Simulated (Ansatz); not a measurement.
# C2H6SeSi: up Jacob's ladder to CCSD(T)

One table from this session's results is given with a row withheld; the runs are named, their logs left out.

The runs use Ansatz 0.2.0, Gaussian basis; functionals in def2-TZVPP, the program's frozen cores in correlated methods.

Plan: PBE-D4, r2SCAN-D4, PBE0-D4, B3LYP-D4, ωB97X-V, ωB97M-V, B2PLYP; CCSD(T)/def2-TZVPP; MP2/def2-QZVPP; extrapolation to the limit.

### Structure used throughout

All runs share one geometry, relaxed beforehand with PBE0-D4 in a triple-zeta def2 set.

SMILES `[SiH3]CC=[Se]`, 10 atoms, charge 0, spin multiplicity 1.

Atoms are counted from 1 here; the program's logs count them from 0.

Bond lengths: Si1–C2 1.905 Å, Si1–H5 1.482 Å, Si1–H6 1.486 Å, Si1–H7 1.485 Å, C2–C3 1.465 Å, C2–H8 1.092 Å, C2–H9 1.096 Å, C3–Se4 1.759 Å, C3–H10 1.091 Å. Angles: C2–Si1–H5 109.0°, C2–Si1–H6 108.7°, C2–Si1–H7 109.4°, H5–Si1–H6 110.4°, H5–Si1–H7 109.9°, H6–Si1–H7 109.4°, Si1–C2–C3 108.7°, Si1–C2–H8 107.0°, Si1–C2–H9 106.5°, C3–C2–H8 112.2°, C3–C2–H9 111.8°, H8–C2–H9 110.3°, C2–C3–Se4 126.4°, C2–C3–H10 115.4°, Se4–C3–H10 118.1°.

Set-up of the first run:

File in.yaml:

```yaml
crystal:
  periodic: [false, false, false]
  atoms:
    - {symbol: Si, position_ang: [-0.746195, 1.076371, -0.159751]}
    - {symbol: C, position_ang: [0.013220, -0.474021, 0.644619]}
    - {symbol: C, position_ang: [1.074323, -0.983609, -0.227163]}
    - {symbol: Se, position_ang: [0.915576, -2.257480, -1.429759]}
    - {symbol: H, position_ang: [-1.417392, 0.684945, -1.421773]}
    - {symbol: H, position_ang: [-1.726366, 1.671600, 0.785880]}
    - {symbol: H, position_ang: [0.327508, 2.062685, -0.443014]}
    - {symbol: H, position_ang: [-0.795840, -1.196144, 0.774251]}
    - {symbol: H, position_ang: [0.402515, -0.159459, 1.619140]}
    - {symbol: H, position_ang: [2.035651, -0.476087, -0.139428]}
basis:
  gaussian: {orbitals: def2-TZVPP}
hamiltonian: {xc: pbe, dispersion: d4}
output: {forces: true, orbitals: {seedname: orbitals}}
```

Started as:

```sh
$ ansatz run in.yaml --threads 4 --pin off --events-out ev --progress --plain --max-ram 10444MiB
```

Steps of the session up to this table: PBE-D4 (GGA); r2SCAN-D4 (meta-GGA); PBE0-D4 (hybrid); B3LYP-D4 (hybrid); ωB97X-V (range-separated); ωB97M-V (range-separated); B2PLYP (double hybrid); CCSD(T) in def2-TZVPP; MP2 in def2-QZVPP.

One of the session's tables, all rows but one given; the rest of the session is left out.

```
            method  atomisation energy (eV)
            PBE-D4                   35.967
         r2SCAN-D4                        ?
           PBE0-D4                   35.452
          B3LYP-D4                   35.460
           ωB97X-V                   35.500
           ωB97M-V                   35.383
            B2PLYP                   35.052
     HF/def2-TZVPP                   25.875
    MP2/def2-TZVPP                   34.898
   CCSD/def2-TZVPP                   34.041
CCSD(T)/def2-TZVPP                   34.617
           MP2/CBS                   35.816
       CCSD(T)/CBS                   35.536
```

**Question.** Estimate the row for r2SCAN-D4.

**Answer.** atomisation energy (eV): 35.554. In the column «atomisation energy (eV)» it lies between CCSD(T)/CBS (35.536) and MP2/CBS (35.816).

To keep in mind: Free atoms (1 Si, 2 C, 1 Se, 6 H) were run apart at each level; the atomisation energy is their sum less the molecule, without zero-point or spin-orbit terms.
